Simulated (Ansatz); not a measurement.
**C₂H₈BN: a ladder of functionals and wavefunction methods**

One table from this session's results is given with a row withheld; the runs are named, their logs left out.

Computed with Ansatz 0.2.0, Gaussian basis. Level: functionals in def2-TZVPP, the program's frozen cores in correlated methods.

Levels to be run: LDA (SPW92), PBE-D4, revPBE-D4, BLYP-D4, r2SCAN-D4, B97M-V, PBE0-D4, B3LYP-D4, r2SCANh-D4, r2SCAN0-D4, HSE06-D4, BHLYP-D4, CAM-B3LYP-D4, LC-ωPBE, ωB97X-V, ωB97M-V, B2PLYP, PBE-QIDH; CCSD(T)/def2-SVP; CCSD(T)/def2-TZVPP; MP2/def2-QZVPP; extrapolation to the limit; RPA on PBE.

## The geometry

All runs share one geometry, relaxed beforehand with PBE0-D4 in a triple-zeta def2 set.

SMILES `CB(C)N`, 12 atoms, charge 0, spin multiplicity 1.

Atoms are counted from 1 here; the program's logs count them from 0.

Bond lengths: C1–B2 1.578 Å, C1–H5 1.094 Å, C1–H6 1.095 Å, C1–H7 1.095 Å, B2–C3 1.578 Å, B2–N4 1.398 Å, C3–H8 1.095 Å, C3–H9 1.094 Å, C3–H10 1.095 Å, N4–H11 1.006 Å, N4–H12 1.006 Å. Angles: B2–C1–H5 114.2°, B2–C1–H6 110.6°, B2–C1–H7 110.6°, H5–C1–H6 107.7°, H5–C1–H7 107.7°, H6–C1–H7 105.6°, C1–B2–C3 120.8°, C1–B2–N4 119.6°, C3–B2–N4 119.6°, B2–C3–H8 110.6°, B2–C3–H9 114.2°, B2–C3–H10 110.6°, H8–C3–H9 107.7°, H8–C3–H10 105.6°, H9–C3–H10 107.7°, B2–N4–H11 123.1°, B2–N4–H12 123.1°, H11–N4–H12 113.7°.

Set-up of the first run:

File in.yaml:

```yaml
crystal:
  periodic: [false, false, false]
  atoms:
    - {symbol: C, position_ang: [-0.719391, 1.135685, -0.631435]}
    - {symbol: B, position_ang: [-0.038834, -0.173361, -0.072192]}
    - {symbol: C, position_ang: [1.011828, -0.099287, 1.102606]}
    - {symbol: N, position_ang: [-0.370977, -1.414202, -0.624306]}
    - {symbol: H, position_ang: [-1.430053, 0.959671, -1.443671]}
    - {symbol: H, position_ang: [-1.250711, 1.665147, 0.166822]}
    - {symbol: H, position_ang: [0.037810, 1.837254, -0.997949]}
    - {symbol: H, position_ang: [0.569470, 0.371822, 1.987016]}
    - {symbol: H, position_ang: [1.412019, -1.070010, 1.408070]}
    - {symbol: H, position_ang: [1.858737, 0.536274, 0.821922]}
    - {symbol: H, position_ang: [-1.032395, -1.523021, -1.374036]}
    - {symbol: H, position_ang: [0.029498, -2.281171, -0.309046]}
basis:
  gaussian: {orbitals: def2-TZVPP}
hamiltonian: {xc: lda}
output: {orbitals: {seedname: orbitals}}
```

Among the steps run: LDA; PBE-D4 (GGA); revPBE-D4 (GGA); BLYP-D4 (GGA); r2SCAN-D4 (meta-GGA); B97M-V (meta-GGA); PBE0-D4 (hybrid); B3LYP-D4 (hybrid); r2SCANh-D4 (hybrid); r2SCAN0-D4 (hybrid); HSE06-D4 (hybrid); BHLYP-D4 (hybrid); CAM-B3LYP-D4 (range-separated); LC-ωPBE-D4 (range-separated; the results give it without D4); ωB97X-V (range-separated); ωB97M-V (range-separated); B2PLYP (double hybrid); PBE-QIDH (double hybrid).

One of the session's tables, all rows but one given; the rest of the session is left out.

It belongs to the step «Frontier levels by functional». 

| functional | HOMO (eV) | LUMO (eV) | gap (eV) |
| --- | --- | --- | --- |
| LDA (SPW92) | -6.85 | -0.01 | 6.85 |
| PBE-D4 | -6.69 | 0.09 | 6.78 |
| revPBE-D4 | -6.63 | 0.14 | 6.77 |
| BLYP-D4 | -6.57 | 0.05 | 6.62 |
| r2SCAN-D4 | -6.95 | 0.63 | 7.59 |
| B97M-V | -7.01 | 0.24 | 7.24 |
| PBE0-D4 | -8.07 | 0.84 | 8.91 |
| B3LYP-D4 | -7.83 | 0.50 | 8.33 |
| r2SCANh-D4 | -7.47 | 0.99 | 8.46 |
| r2SCAN0-D4 | -8.26 | 1.36 | 9.62 |
| HSE06-D4 | -7.66 | 0.48 | 8.14 |
| BHLYP-D4 | ? | ? | ? |
| CAM-B3LYP-D4 | -9.52 | 1.52 | 11.04 |
| LC-ωPBE | -10.96 | 2.77 | 13.73 |
| ωB97X-V | -10.56 | 2.56 | 13.12 |
| ωB97M-V | -10.48 | 2.07 | 12.55 |

Estimate the missing values for BHLYP-D4.

Worked estimate for «HOMO (eV)». Against the share of exact exchange, BLYP-D4 (0, -6.57), B3LYP-D4 (0.2, -7.83) give a slope of -6.30 per unit share; at 0.5 the line stands at -9.72.

As computed: HOMO (eV): -9.37; LUMO (eV): 1.35; gap (eV): 10.72. In «HOMO (eV)» the line misses by -0.35.
